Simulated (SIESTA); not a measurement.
Zr3S2:

```
CELL_PARAMETERS angstrom
2.90254 1.67578 3.48777
-2.90254 1.67578 3.48777
0.00000 -3.35156 3.48777
ATOMIC_POSITIONS crystal
Zr 0.83873 0.50000 0.16127
Zr 0.50000 0.16127 0.83873
Zr 0.16127 0.83873 0.50000
S 0.66502 0.66502 0.66502
S 0.33498 0.33498 0.33498
```

The cell comes from a database or a generator and needn't be the stable form of this composition.

Program: SIESTA 5.4.2. Alike in all runs: task density of states; potentials or basis PseudoDojo 0.4 standard (PBEsol files), DZP (energy shift 0.003 Ry; two zetas on semicore shells); no spin polarisation; cell as given; k mesh 4 × 4 × 4; smearing fermi-dirac 0.05 eV; grid cutoff 800 Ry; energy shift 0.003 Ry.

Question: Order these runs on this cell by their pressure, lowest first.
A. level PBEsol+U; U Zr d U = 2 eV
B. level PBEsol+U; U Zr d U = 6 eV
C. level PBEsol+U; U Zr d U = 4 eV
D. level PBEsol

Answer: D (-3.6 GPa), A (0.9 GPa), C (5.9 GPa), B (11.3 GPa).

Caveats: the basis of atomic orbitals isn't converged, which shifts pressures, moduli and gaps; U without spin polarisation on a metal has little footing (some runs).
